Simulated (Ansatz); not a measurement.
# GeH5 (doublet): the correlation ladder at distance Ge1–H5 along a hydrogen transfer = 1.579 Å, cc-pVDZ

How much of the correlation energy of GeH5 (doublet) does each wave-function method recover here?

Method: cc-pVDZ, core rule «outside noble gas», up to 14 orbitals frozen; program: Ansatz 0.2.0, Gaussian basis.

To be run: UHF; CCSD(T) on ROHF; CCSD(T) on UHF; BCCD(T) on ROHF; CISD; CCSDT(Q) on ROHF; CCSDT(Q) on UHF; CASSCF and MRCISD+Q, 3 electrons in 3 orbitals; CASSCF and NEVPT2, 3 electrons in 3 orbitals; CASSCF and MRCISD+Q, 9 electrons in 9 orbitals; CASSCF and NEVPT4(SD), 9 electrons in 9 orbitals; CASSCF and NEVPT2, 9 electrons in 9 orbitals.

7 further runs of the same task are left out: 7 that didn't finish.

## 1. What is computed

The geometry derives from fragments relaxed apart (PBE0/def2-TZVP) and kept rigid, so it is no stationary point. A hydrogen atom is moved between rigid fragments. No spin-orbit coupling is included. The filled d shell of Ge may be among the frozen orbitals whatever the setting's name suggests; the logs give the count.

6 atoms, charge 0, spin multiplicity 2.

Atoms are counted from 1 here; the program's logs count them from 0.

Bond lengths: Ge1–H2 1.534 Å, Ge1–H3 1.534 Å, Ge1–H4 1.534 Å, Ge1–H5 1.579 Å. Angles: H2–Ge1–H3 109.5°, H2–Ge1–H4 109.5°, H2–Ge1–H5 109.5°, H3–Ge1–H4 109.5°, H3–Ge1–H5 109.5°, H4–Ge1–H5 109.5°.

## 2. UHF

in.yaml reads:

```yaml
crystal:
  periodic: [false, false, false]
  atoms:
    - {symbol: Ge, position_ang: [-0.034251, 0.000000, 0.000000]}
    - {symbol: H, position_ang: [-0.545701, 1.446599, 0.000000]}
    - {symbol: H, position_ang: [-0.545701, -0.723300, 1.252791]}
    - {symbol: H, position_ang: [-0.545701, -0.723299, -1.252792]}
    - {symbol: H, position_ang: [1.544749, 0.000000, 0.000000]}
    - {symbol: H, position_ang: [2.560749, 0.000000, 0.000000]}
basis:
  gaussian: {orbitals: cc-pVDZ}
magnetization: {spin_polarized: true, initial_magnetization: 1}
hamiltonian: {xc: hf}
output: {orbitals: {seedname: orbitals}}
```

On the command line:

```bash
ansatz run in.yaml --threads 1 --pin off --events-out ev --progress --plain --max-ram 2393MiB
```

Further steps of the session: CCSD(T) on ROHF; CCSD(T) on UHF; BCCD(T) on ROHF; CISD; CCSDT(Q) on ROHF; CCSDT(Q) on UHF; CASSCF and MRCISD+Q, 3 electrons in 3 orbitals; CASSCF and NEVPT2, 3 electrons in 3 orbitals; CASSCF and MRCISD+Q, 9 electrons in 9 orbitals; CASSCF and NEVPT4(SD), 9 electrons in 9 orbitals; CASSCF and NEVPT2, 9 electrons in 9 orbitals.

Q: Predict the results of all the runs planned. Wanted: UCCSDT(Q) below the RHF energy; RMP2 from UCCSDT(Q); UMP2 from UCCSDT(Q); RCCSD from UCCSDT(Q); RCCSD(T) from UCCSDT(Q); UCCSD(T) from UCCSDT(Q); RCCSDT(Q) from UCCSDT(Q); NEVPT2 pair from UCCSDT(Q); NEVPT2 valence from UCCSDT(Q).

**Answer**, as computed:

| quantity | value |
| --- | --- |
| UCCSDT(Q) below the RHF energy | -4.4956 eV |
| RMP2 from UCCSDT(Q) | +97.5 kJ/mol |
| UMP2 from UCCSDT(Q) | +97.4 kJ/mol |
| RCCSD from UCCSDT(Q) | +10.0 kJ/mol |
| RCCSD(T) from UCCSDT(Q) | +2.2 kJ/mol |
| UCCSD(T) from UCCSDT(Q) | +2.1 kJ/mol |
| RCCSDT(Q) from UCCSDT(Q) | +0.1 kJ/mol |
| NEVPT2 pair from UCCSDT(Q) | +92.8 kJ/mol |
| NEVPT2 valence from UCCSDT(Q) | +76.6 kJ/mol |
| NEVPT4(SD) valence from UCCSDT(Q) | +11.0 kJ/mol |
| levels within 1 kcal/mol (43 meV) | RCCSD(T), UCCSD(T), BCCD(T), RCCSDT, UCCSDT, RCCSDT(Q), MRCISD+Q valence |
| T1 diagnostic | 0.024 |
| effectively unpaired electrons | 1.02 |

**Reading.** RCCSD(T) lands +2.2 kJ/mol from the yardstick (0.5 % of the correlation energy). One determinant dominates. Of the multireference levels listed MRCISD+Q valence comes nearest in total energy (+1.3 kJ/mol), which doesn't show that its space is the better one. These misses are within one basis, not against nature; the frozen cores of restricted and unrestricted runs differ, which can shift their rows.
